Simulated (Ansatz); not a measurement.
# C₄H₁₁Al: a ladder of functionals and wavefunction methods

How much do the methods differ for C₄H₁₁Al? The plan is to run it at one geometry with functionals of several rungs and with coupled cluster. The yardstick is the atomisation energy at the CCSD(T) limit.

Program: Ansatz 0.2.0, Gaussian basis. Level of theory: functionals in def2-TZVPP, the program's frozen cores in correlated methods. These are calculated values, not measurements.

Levels to be run: LDA (SPW92), PBE-D4, revPBE-D4, BLYP-D4, r2SCAN-D4, B97M-V, PBE0-D4, B3LYP-D4, r2SCANh-D4, r2SCAN0-D4, HSE06-D4, BHLYP-D4, CAM-B3LYP-D4, LC-ωPBE, ωB97X-V, ωB97M-V, B2PLYP, PBE-QIDH; CCSD(T)/def2-SVP; CCSD(T)/def2-TZVPP; MP2/def2-QZVPP; extrapolation to the limit; RPA on PBE.

## Step 1: The relaxed structure

An earlier PBE0-D4 in a triple-zeta def2 set relaxation fixed the geometry.

16 atoms, charge 0, spin multiplicity 1.

Atoms are counted from 1 here; the program's logs count them from 0.

Bond lengths: C1–C2 1.527 Å, C1–H6 1.093 Å, C1–H7 1.095 Å, C1–H8 1.093 Å, C2–Al3 1.964 Å, C2–H9 1.099 Å, C2–H10 1.100 Å, Al3–C4 1.964 Å, Al3–H11 1.598 Å, C4–C5 1.527 Å, C4–H12 1.100 Å, C4–H13 1.099 Å, C5–H14 1.093 Å, C5–H15 1.095 Å, C5–H16 1.093 Å. Angles: C2–C1–H6 111.8°, C2–C1–H7 112.2°, C2–C1–H8 111.7°, H6–C1–H7 107.1°, H6–C1–H8 106.6°, H7–C1–H8 107.0°, C1–C2–Al3 119.5°, C1–C2–H9 110.2°, C1–C2–H10 110.0°, Al3–C2–H9 106.3°, Al3–C2–H10 106.0°, H9–C2–H10 103.5°, C2–Al3–C4 126.1°, C2–Al3–H11 116.9°, C4–Al3–H11 116.9°, Al3–C4–C5 119.5°, Al3–C4–H12 106.0°, Al3–C4–H13 106.3° and more.

As a file:

```
C    -0.9460    1.5890    0.8709
C     0.3460    1.0532    1.4841
Al    1.1972   -0.5376    0.7095
C     0.6197   -1.4884   -0.9085
C    -0.5361   -0.9310   -1.7366
H    -0.8143    1.8625   -0.1789
H    -1.3125    2.4789    1.3923
H    -1.7478    0.8464    0.9029
H     0.1975    0.8349    2.5512
H     1.1162    1.8386    1.4865
H     2.4810   -1.1125    1.4668
H     0.3947   -2.5176   -0.5919
H     1.5155   -1.6017   -1.5355
H    -0.3186    0.0729   -2.1112
H    -0.7599   -1.5561   -2.6068
H    -1.4554   -0.8540   -1.1507
```

## Step 2: LDA

This LDA is Slater exchange with PW92 correlation.

Input file in.yaml:

```yaml
crystal:
  periodic: [false, false, false]
  atoms:
    - {symbol: C, position_ang: [-0.945992, 1.589008, 0.870946]}
    - {symbol: C, position_ang: [0.345990, 1.053209, 1.484126]}
    - {symbol: Al, position_ang: [1.197178, -0.537637, 0.709500]}
    - {symbol: C, position_ang: [0.619659, -1.488354, -0.908515]}
    - {symbol: C, position_ang: [-0.536118, -0.930958, -1.736598]}
    - {symbol: H, position_ang: [-0.814311, 1.862472, -0.178931]}
    - {symbol: H, position_ang: [-1.312547, 2.478939, 1.392267]}
    - {symbol: H, position_ang: [-1.747787, 0.846449, 0.902931]}
    - {symbol: H, position_ang: [0.197508, 0.834851, 2.551217]}
    - {symbol: H, position_ang: [1.116223, 1.838644, 1.486510]}
    - {symbol: H, position_ang: [2.481048, -1.112468, 1.466836]}
    - {symbol: H, position_ang: [0.394733, -2.517580, -0.591919]}
    - {symbol: H, position_ang: [1.515483, -1.601739, -1.535493]}
    - {symbol: H, position_ang: [-0.318630, 0.072853, -2.111224]}
    - {symbol: H, position_ang: [-0.759891, -1.556143, -2.606767]}
    - {symbol: H, position_ang: [-1.455443, -0.854047, -1.150684]}
basis:
  gaussian: {orbitals: def2-TZVPP}
hamiltonian: {xc: lda}
output: {orbitals: {seedname: orbitals}}
```

Started as:

```
$ ansatz run in.yaml --threads 4 --pin off --events-out ev --progress --plain --max-ram 10444MiB
```

Further steps of the session: PBE-D4 (GGA); revPBE-D4 (GGA); BLYP-D4 (GGA); r2SCAN-D4 (meta-GGA); B97M-V (meta-GGA); PBE0-D4 (hybrid); B3LYP-D4 (hybrid); r2SCANh-D4 (hybrid); r2SCAN0-D4 (hybrid); HSE06-D4 (hybrid); BHLYP-D4 (hybrid); CAM-B3LYP-D4 (range-separated); LC-ωPBE (range-separated); ωB97X-V (range-separated); ωB97M-V (range-separated); B2PLYP (double hybrid); PBE-QIDH (double hybrid); CCSD(T) in def2-SVP; CCSD(T) in def2-TZVPP; MP2 in def2-QZVPP; RPA on PBE orbitals.

**Question.** What will the summary of the whole plan be? Wanted: atomisation energy, CCSD(T)/CBS; farthest beyond LDA; mean size of error, GGA; mean size of error, meta-GGA; mean size of error, hybrid; mean size of error, range-separated; mean size of error, double hybrid; gap, smallest and largest; T1 diagnostic.

The runs gave:

```
                               quantity                                                                                                                      value
        atomisation energy, CCSD(T)/CBS                                                                                                                  60.882 eV
    functionals within 0.304 eV (0.5 %)  r2SCAN-D4, B97M-V, PBE0-D4, B3LYP-D4, r2SCANh-D4, r2SCAN0-D4, HSE06-D4, CAM-B3LYP-D4, LC-ωPBE, ωB97X-V, ωB97M-V, PBE-QIDH
                    farthest beyond LDA                                                                                                       BHLYP-D4 (-1.048 eV)
                mean size of error, GGA                                                                                                                   0.533 eV
           mean size of error, meta-GGA                                                                                                                   0.201 eV
             mean size of error, hybrid                                                                                                                   0.302 eV
    mean size of error, range-separated                                                                                                                   0.161 eV
      mean size of error, double hybrid                                                                                                                   0.392 eV
              gap, smallest and largest                                                                                  4.10 eV (LDA (SPW92)), 10.98 eV (LC-ωPBE)
                          T1 diagnostic                                                                                                                     0.0091
triples share of the correlation energy                                                                                                                      3.6 %
```

The LDA atomisation energy is off by 7.329 eV (12 %): it overbinds. PBE-D4 misses by +0.642 eV. Double hybrids carry the basis error of their MP2 part in triple zeta, and no dispersion term here, so their miss is partly the set-up's. The rungs range-separated, meta-GGA, hybrid miss on average by less than the doubt on the reference (0.304 eV), so they tie. The reference freezes the cores and leaves out relativity and excitations past (T), so misses under about 0.304 eV can't be ranked. Hartree-Fock recovers 76 % of the binding; the rest is correlation. CCSD(T) in def2-SVP is off by -2.400 eV, more than most functionals: a good method in a small basis is no reference. The gap grows from 4.1 to 11.0 eV across the functionals, mostly with the share of exact exchange.
